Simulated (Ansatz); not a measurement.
# C2H8AlFO: the cost of one run

Program: Ansatz 0.2.0, Gaussian basis. Level of theory: the settings change from run to run. These are calculated values, not measurements.

## (1) The molecule

The structure was relaxed beforehand with PBE0-D4 in a triple-zeta def2 set.

SMILES `[CH3][Al-]([CH3])([OH2+])[F]`, 13 atoms, charge 0, spin multiplicity 1.

Atoms are counted from 1 here; the program's logs count them from 0.

Bond lengths: C1–Al2 1.951 Å, C1–H6 1.095 Å, C1–H7 1.094 Å, C1–H8 1.095 Å, Al2–C3 1.961 Å, Al2–O4 2.023 Å, Al2–F5 1.691 Å, C3–H9 1.095 Å, C3–H10 1.096 Å, C3–H11 1.095 Å, O4–H12 0.963 Å, O4–H13 0.968 Å. Angles: Al2–C1–H6 112.0°, Al2–C1–H7 112.1°, Al2–C1–H8 111.3°, H6–C1–H7 107.5°, H6–C1–H8 106.7°, H7–C1–H8 106.9°, C1–Al2–C3 122.5°, C1–Al2–O4 105.3°, C1–Al2–F5 115.6°, C3–Al2–O4 100.6°, C3–Al2–F5 115.6°, O4–Al2–F5 88.4°, Al2–C3–H9 113.1°, Al2–C3–H10 112.4°, Al2–C3–H11 110.8°, H9–C3–H10 107.7°, H9–C3–H11 106.3°, H10–C3–H11 106.0° and more.

As a file:

```xyz
13
charge 0, multiplicity 1
C    -1.7259    0.2183   -0.8756
Al    0.1657    0.1817   -0.3988
C     1.0550   -1.4395    0.2557
O     0.3312    1.3784    1.2244
F     1.1516    1.2678   -1.2398
H    -2.3502   -0.2553   -0.1109
H    -2.0953    1.2386   -1.0166
H    -1.9112   -0.3194   -1.8114
H     2.0870   -1.2637    0.5781
H     0.5188   -1.9023    1.0923
H     1.1035   -2.2004   -0.5305
H     0.7985    0.9701    1.9613
H     0.8919    2.0911    0.8866
```

## (2) revPBE/aug-pcseg-2

Set apart from the defaults: D4 dispersion.

The input, in.yaml:

```yaml
crystal:
  periodic: [false, false, false]
  atoms:
    - {symbol: C, position_ang: [-1.725929, 0.218294, -0.875590]}
    - {symbol: Al, position_ang: [0.165670, 0.181650, -0.398764]}
    - {symbol: C, position_ang: [1.054974, -1.439487, 0.255733]}
    - {symbol: O, position_ang: [0.331169, 1.378405, 1.224386]}
    - {symbol: F, position_ang: [1.151600, 1.267846, -1.239799]}
    - {symbol: H, position_ang: [-2.350230, -0.255330, -0.110886]}
    - {symbol: H, position_ang: [-2.095292, 1.238585, -1.016636]}
    - {symbol: H, position_ang: [-1.911248, -0.319396, -1.811372]}
    - {symbol: H, position_ang: [2.086977, -1.263742, 0.578126]}
    - {symbol: H, position_ang: [0.518785, -1.902280, 1.092271]}
    - {symbol: H, position_ang: [1.103463, -2.200431, -0.530498]}
    - {symbol: H, position_ang: [0.798461, 0.970075, 1.961253]}
    - {symbol: H, position_ang: [0.891900, 2.091113, 0.886575]}
basis:
  gaussian: {orbitals: aug-pcseg-2}
hamiltonian: {xc: {name: revPBE}, dispersion: d4}
```

Launch:

```console
$ ansatz run in.yaml --threads 4 --pin off --events-out ev --progress --plain --max-ram 10444MiB
```

**Question.** How long does this run take on 4 threads of Arm Neoverse V1, shared host, and how much memory does it need?

About 6 s, with a peak of 0.79 GiB.
